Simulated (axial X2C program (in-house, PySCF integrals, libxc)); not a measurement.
# A two-component session on CuS: EOM-EA-CCSD levels

Aim: EOM-EA-CCSD levels of CuS, with spin–orbit coupling in the Hamiltonian from the start.

Program: an in-house X2C program for linear molecules on PySCF integrals. Level of theory: two-component X2C with atomic mean-field terms, Cu dyall-acv3z, S dyall-av3z. These are calculated values, not measurements.

## Step 1: Set-up

Contents of task.json:

```json
{
 "zs": [
  29,
  16
 ],
 "q": 0,
 "bas": [
  "dyall-acv3z",
  "dyall-av3z"
 ],
 "r0": 2.09,
 "eom": "ea",
 "thr": -2.0,
 "nmax": 92,
 "grid": [
  1,
  0.96,
  1.045,
  0.92,
  1.09,
  1.15
 ]
}
```

Keys: zs atomic numbers; q charge; bas basis sets; r0 starting distance in Å; eom kind of EOM run; thr threshold in hartree for freezing inner shells (an s shell follows its p shell); nmax most natural virtual spinors; grid distances as factors.

Started as:

```bash
$ python soeom.py task.json out
```

After this run come: EOM-EA-CCSD at 2.051 Å.

What does the calculation give? Wanted: next root led by one particle; T1 of the reference; lowest state, Re and ωe.

**Answer**, as computed:

| quantity | value |
| --- | --- |
| lowest root at 2.051 Å | Ω = 3/2, 8.456 eV |
| next root led by one particle | Ω = 1/2, about 20470 cm⁻¹ higher |
| T1 of the reference | 0.041 |
| lowest state, Re and ωe | 2.088 Å, 401 cm⁻¹ |

The added electron is bound by 8.46 eV in a spinor of 83% S pπ, 8% Cu pπ, 7% Cu dπ. Errors of 0.1 to 0.3 eV are usual at this size, and roots led by higher excitations are left out, so the list is incomplete, and low states of that kind can be missing. T1 or the largest double amplitude of the reference is raised, which lowers the reliability.
